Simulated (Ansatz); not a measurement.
Predict the output of the script below (the Ansatz DFT code, driven from Python).

`relaxed_scan_clfsn.py`
```python
"""One bond of ClFSn held at set lengths while the rest relaxes."""

import ansatz as az
import numpy as np

GEOMETRY = """
F    -1.45240    0.32140   -0.76830
Sn    0.13710    0.79490    0.16420
Cl    1.30440   -1.18110    0.59090
"""

geometry = az.Crystal.molecule()
for line in GEOMETRY.strip().splitlines():
    symbol, *xyz = line.split()
    geometry = geometry.atom(symbol, [float(v) for v in xyz])

job = geometry.calculation().basis(gaussian="def2-SVP").functional("hf")
symbols = [site.symbol for site in geometry.cartesian_sites]
pairs = [(0, 1), (1, 2)]
print("held (A)   E (eV)        ", "  ".join(f"{symbols[i]}{i}-{symbols[j]}{j}" for i, j in pairs))
for length in [1.75, 1.9, 2.05, 2.28, 2.57]:
    data = job.relax(constraints=[az.DistanceConstraint((0, 1), at=length)], force_tolerance=0.02, max_steps=60).run().report
    xyz = np.array(data["positions_ang"])
    print(f"{length:6.2f} {data['free_energy_ev']:14.5f}  ", "  ".join(f"{np.linalg.norm(xyz[i] - xyz[j]):.3f}" for i, j in pairs))
```

```console
$ python relaxed_scan_clfsn.py
held (A)   E (eV)         F0-Sn1  Sn1-Cl2
DeckWarning: relax.constraints: the input's atoms, or those drawn, lie off the distances that are held; a relaxation that starts there is brought onto them ahead of its first SCF, by positions alone, [...]
  1.75   -21010.71139   1.750  2.400
  1.90   -21011.28035   1.900  2.390
  2.05   -21011.15914   2.050  2.380
  2.28   -21010.42024   2.280  2.368
  2.57   -21009.27251   2.570  2.354
```
(Warnings from the package without file and line, shortened, repeats left out.)

Caveats:
- These settings explore the input space; basis and method may be short of convergence.
- The energies are electronic: no zero-point or thermal terms, and the basis set is short of its limit.
- def2 sets replace the cores of elements past krypton by effective core potentials.
- Finished in 43 s on 1 thread of Arm Neoverse N1, with other jobs on the host, peak memory 0.18 GiB.

(Lines on the test bed's own set-up are left out of the output.)
